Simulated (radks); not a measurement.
# Ti¹⁸⁺ in [He] 2s2: an all-electron calculation

One table from this session's results is given with a row withheld; the runs are named, their logs left out.

The numbers are computed with radks (a radial shooting solver on a logarithmic mesh, Libxc functionals) version 1 (scalar-relativistic Kohn-Sham, BLYP, spin-polarised, spherical densities, point nucleus), except any that are marked as measured or tabulated.

## The system

| Quantity | Value |
| --- | --- |
| element | titanium (Z = 22) |
| charge | +18 |
| electrons | 4 |
| configuration | [He] 2s2 |

The outer shells:

Ti¹⁸⁺
```
[He] core
2s [↑↓]
```

The first run:

Settings of this run:

```text
Z 22
configuration [He] 2s2 2p0 3s0
relativity scalar-relativistic
functional b88,lyp
spin polarised
nucleus point
c 137.035999084
```

Started as:

```bash
> python run_ks.py task.json out
```

This one command runs every case of the session in turn.

One table of the session follows, with a row left open; its other results are not shown here.

It belongs to the step «Shells». Radial moments (bohr):

```
level      <r>  outermost maximum (interpolated)  90 % within  nodes
   1s  0.06908                            0.0454        0.123      0
   2s        ?                                 ?            ?      ?
   2p   0.2493                             0.198        0.401      0
   3s   0.6850                             0.658        0.984      2
```

Q: Estimate the row for 2s from the others.

As computed: <r>: 0.2904; outermost maximum (interpolated): 0.250; 90 % within: 0.444; nodes: 1. In the column «<r>» it lies between 2p (0.2493) and 3s (0.6850).
